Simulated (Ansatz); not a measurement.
# BH3OS2Si: the cost of one run

Computed with Ansatz 0.2.0 through its Python package. Level of theory: MP2/6-31G*.

## (1) The structure

Bond lengths: O1–B2 1.424 Å, B2–Si3 1.953 Å, Si3–S4 2.037 Å, Si3–S5 2.134 Å, S4–S5 2.103 Å, O1–H6 1.066 Å, B2–H7 1.209 Å, Si3–H8 1.461 Å. Angles: O1–B2–Si3 120.0°, O1–B2–H7 119.4°, Si3–B2–H7 120.6°, B2–O1–H6 103.7°, B2–Si3–S4 111.4°, B2–Si3–S5 113.7°, B2–Si3–H8 121.5°, S4–Si3–S5 60.5°, S4–Si3–H8 116.6°, S5–Si3–H8 118.1°, Si3–S4–S5 62.0°, Si3–S5–S4 57.5°.

No structure file is read: the coordinates are typed or built in the script.

## (2) Script

The input, bh3os2si.py:

```python
"""X-H bond energies of BH3OS2Si without relaxation."""

import ansatz
from ase import Atoms


def single_point(molecule, charge=0, unpaired=0):
    calc = molecule.calculation().basis(gaussian="6-31G*").correlation("mp2")
    if charge:
        calc = calc.charge(charge)
    if unpaired:
        calc = calc.spin("collinear", total=unpaired)
    return calc.run(threads=1, pin="off").report["free_energy_ev"]

def without(molecule, index):
    rest = ansatz.Crystal.molecule()
    for i, site in enumerate(molecule.cartesian_sites):
        if i != index:
            rest = rest.atom(site.symbol, site.position_ang)
    return rest


def main() -> None:
    atoms = Atoms(["O", "B", "Si", "S", "S", "H", "H", "H"], positions=[
        (-0.0206, 1.1536, 1.6784),
        (0.7003, 0.5578, 0.6045),
        (-0.0381, -0.9933, -0.3249),
        (-1.7488, -0.5155, -1.3228),
        (0.0006, -0.8165, -2.4511),
        (-0.6185, 1.8947, 1.1999),
        (1.7876, 0.9944, 0.3057),
        (0.0297, -2.3323, 0.2544),
    ])
    bh3os2si = ansatz.Crystal.molecule_from_ase(atoms)

    whole = single_point(bh3os2si, 0)
    hydrogen = single_point(ansatz.Crystal.molecule().atom("H", (0, 0, 0)), 0, 1)
    print(f"E(molecule) = {whole:.5f} eV, E(H) = {hydrogen:.5f} eV")
    for index in [5, 6, 7]:
        radical = single_point(without(bh3os2si, index), 0, 1)
        print(f"H{index}: homolysis {(radical + hydrogen - whole):.3f} eV")


if __name__ == "__main__":
    main()
```

## (3) Running it

Started as:

```sh
> python bh3os2si.py
```

**Question.** How long does this script take on 1 thread of Arm Neoverse V2, shared host, and how much memory does it need?

About 16 s, with a peak of 0.34 GiB.
